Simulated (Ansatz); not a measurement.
**CClFInN: a rigid scan of the bond length In3–F4**

The task here is to estimate one member of a computed series from the others.

Method: single points in def2-TZVPP; program: Ansatz 0.2.0, Gaussian basis.

Levels: PBE-D4, r2SCAN-D4, PBE0-D4, B3LYP-D4, wB97M-V, Hartree-Fock, MP2, CCSD, CCSD(T). The scan takes 1.693, 1.760, 1.858, 1.972, 2.099, 2.236, 2.381, 2.534, 2.693 Å.

Cores are frozen in the correlated methods. Filled d shells of the heavier atoms are correlated. Core potentials replace the inner electrons past krypton, and spin-orbit coupling is left out. B3LYP uses VWN-RPA correlation.

28 further runs of the same task are left out: 28 set aside as unsound or not needed.

**Starting geometry**

The minimum, relaxed at PBE0-D4: SMILES `N#[C][In]([F])[Cl]`, 5 atoms, charge 0, spin multiplicity 1.

Atoms are counted from 1 here; the program's logs count them from 0.

Bond lengths: N1–C2 1.152 Å, C2–In3 2.082 Å, In3–F4 1.924 Å, In3–Cl5 2.280 Å. Angles: N1–C2–In3 178.9°, C2–In3–F4 118.2°, C2–In3–Cl5 125.8°, F4–In3–Cl5 115.9°.

Geometry (Å):

```xyz
5
CClFInN
N    -1.3926    1.4514    1.6488
C    -0.7819    0.7844    0.9349
In    0.3304   -0.3896   -0.3764
F     0.4344   -2.2809   -0.0397
Cl    1.4597    0.3610   -2.2091
```

Energies of the minimum (eV), from earlier single points: PBE-D4 -22933.98378, r2SCAN-D4 -22943.05725, PBE0-D4 -22934.77563, B3LYP-D4 -22946.78882, wB97M-V -22941.33793, CCSD(T) -22904.61259.

At the minimum the bond length In3–F4 is 1.924 Å.

Set-up of the first run:

Input file ccsdt-tzvpp/in.yaml:

```yaml
crystal:
  periodic: [false, false, false]
  atoms:
    - {symbol: N, position_ang: [-1.392608, 1.451352, 1.648783]}
    - {symbol: C, position_ang: [-0.781871, 0.784371, 0.934852]}
    - {symbol: In, position_ang: [0.330374, -0.389556, -0.376358]}
    - {symbol: F, position_ang: [0.421915, -2.053920, -0.080111]}
    - {symbol: Cl, position_ang: [1.459708, 0.360989, -2.209062]}
basis:
  gaussian: {orbitals: def2-TZVPP}
correlation: {method: ccsd_t}
```

The command line of these runs was not kept.

Among the steps run: In3–F4 = 1.693 Å; In3–F4 = 1.760 Å; In3–F4 = 1.858 Å; In3–F4 = 1.972 Å; In3–F4 = 2.099 Å; In3–F4 = 2.236 Å; In3–F4 = 2.381 Å; In3–F4 = 2.534 Å; In3–F4 = 2.693 Å.

One of the session's tables, all rows but one given; the rest of the session is left out.

Energies less that of the minimum at the same level (meV):

```
bond length (Å)  PBE-D4  PBE0-D4  B3LYP-D4  wB97M-V  Hartree-Fock
          1.693    1085      951      1041      976           899
          1.760     516      421       482      435           373
          1.858      95       57        80       60            32
1.924 (minimum)       0        0         0        0             0
          1.972      -3       25         9       24            46
          2.099     171      269       216      271           352
          2.236       ?        ?         ?        ?             ?
          2.381     971     1210      1091     1247          1451
          2.534    1457     1764      1616     1830          2090
          2.693    1940     2311      2139     2411          2722
```

Estimate the missing values for bond length (Å) = 2.236.

Worked estimate for «PBE-D4». A straight line through the neighbours (2.099, 171) and (2.381, 971) gives 171 + (971 − 171) × (2.236 − 2.099) / (2.381 − 2.099) = 560; a parabola fitted to 4 rows on both sides gives 523.

**Answer.** PBE-D4: 524; PBE0-D4: 693; B3LYP-D4: 606; wB97M-V: 707; Hartree-Fock: 851. In «PBE-D4» the line misses by +36 and the parabola by -1.

To keep in mind: A polynomial through the near points puts the CCSD(T) minimum 0.001 Å below the PBE0-D4 value.
